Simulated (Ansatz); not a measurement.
# CH₂F₃OSi radical: one species, many functionals

One table from this session's results is given with a row withheld; the runs are named, their logs left out.

The runs use Ansatz 0.2.0, Gaussian basis; functionals in def2-TZVPP, the program's frozen cores in correlated methods.

The runs, in order: LDA (SPW92), PBE-D4, revPBE-D4, BLYP-D4, r2SCAN-D4, B97M-V, PBE0-D4, B3LYP-D4, r2SCANh-D4, r2SCAN0-D4, HSE06-D4, BHLYP-D4, CAM-B3LYP-D4, LC-ωPBE, ωB97X-V, ωB97M-V, B2PLYP, PBE-QIDH; MP2/def2-TZVPP; MP2/def2-QZVPP; RPA on PBE.

2 further runs of the same task are left out: 2 that didn't finish.

## The relaxed structure

All runs share one geometry, relaxed beforehand with PBE0-D4 in a triple-zeta def2 set.

SMILES `FC(F)(F)O[SiH2]`, 8 atoms, charge 0, spin multiplicity 2.

Atoms are counted from 1 here; the program's logs count them from 0.

Bond lengths: F1–C2 1.341 Å, C2–F3 1.337 Å, C2–F4 1.326 Å, C2–O5 1.331 Å, O5–Si6 1.681 Å, Si6–H7 1.488 Å, Si6–H8 1.483 Å. Angles: F1–C2–F3 106.9°, F1–C2–F4 107.9°, F1–C2–O5 112.2°, F3–C2–F4 107.9°, F3–C2–O5 111.8°, F4–C2–O5 109.8°, C2–O5–Si6 127.8°, O5–Si6–H7 109.4°, O5–Si6–H8 103.0°, H7–Si6–H8 112.3°.

Set-up of the first run:

Input file in.yaml:

```yaml
crystal:
  periodic: [false, false, false]
  atoms:
    - {symbol: F, position_ang: [0.488283, -1.620183, 0.376349]}
    - {symbol: C, position_ang: [1.037999, -0.504279, -0.125017]}
    - {symbol: F, position_ang: [1.872655, -0.028733, 0.805586]}
    - {symbol: F, position_ang: [1.758977, -0.844503, -1.184414]}
    - {symbol: O, position_ang: [0.121291, 0.395446, -0.473855]}
    - {symbol: Si, position_ang: [-1.225456, 0.887806, 0.403611]}
    - {symbol: H, position_ang: [-2.134977, -0.272260, 0.605714]}
    - {symbol: H, position_ang: [-1.826671, 1.929504, -0.463775]}
basis:
  gaussian: {orbitals: def2-TZVPP}
magnetization: {spin_polarized: true, initial_magnetization: 1}
hamiltonian: {xc: lda}
output: {orbitals: {seedname: orbitals}}
```

On the command line:

```sh
> ansatz run in.yaml --threads 2 --pin off --events-out ev --progress --plain --max-ram 20480MiB --backend cpu
```

Steps of the session up to this table: LDA; PBE-D4 (GGA); revPBE-D4 (GGA); BLYP-D4 (GGA); r2SCAN-D4 (meta-GGA); B97M-V (meta-GGA); B3LYP-D4 (hybrid); r2SCANh-D4 (hybrid); r2SCAN0-D4 (hybrid); HSE06-D4 (hybrid); BHLYP-D4 (hybrid); CAM-B3LYP-D4 (range-separated); LC-ωPBE (range-separated); ωB97X-V (range-separated); ωB97M-V (range-separated); B2PLYP (double hybrid); PBE-QIDH (double hybrid).

One of the session's tables, all rows but one given; the rest of the session is left out.

It belongs to the step «Frontier levels by functional». 

| functional | HOMO (eV) | LUMO (eV) | gap (eV) |
| --- | --- | --- | --- |
| LDA (SPW92) | -5.56 | -4.26 | 1.30 |
| PBE-D4 | -5.59 | -3.79 | 1.80 |
| revPBE-D4 | -5.57 | -3.63 | 1.94 |
| BLYP-D4 | -5.39 | -3.85 | 1.54 |
| r2SCAN-D4 | -5.97 | -3.32 | 2.65 |
| B97M-V | -5.68 | -4.10 | 1.57 |
| PBE0-D4 | -6.81 | -2.86 | 3.94 |
| B3LYP-D4 | -6.52 | -3.30 | 3.22 |
| r2SCANh-D4 | -6.41 | -3.02 | 3.39 |
| r2SCAN0-D4 | -7.07 | -2.59 | 4.49 |
| HSE06-D4 | -6.40 | -3.25 | 3.16 |
| BHLYP-D4 | -7.84 | -2.11 | 5.73 |
| CAM-B3LYP-D4 | -8.06 | -2.02 | 6.04 |
| LC-ωPBE | ? | ? | ? |
| ωB97X-V | -8.98 | -1.11 | 7.87 |
| ωB97M-V | -8.58 | -1.24 | 7.34 |

Estimate the missing values for LC-ωPBE.

As computed: HOMO (eV): -9.52; LUMO (eV): -0.51; gap (eV): 9.01. In the column «HOMO (eV)» it is the lowest.
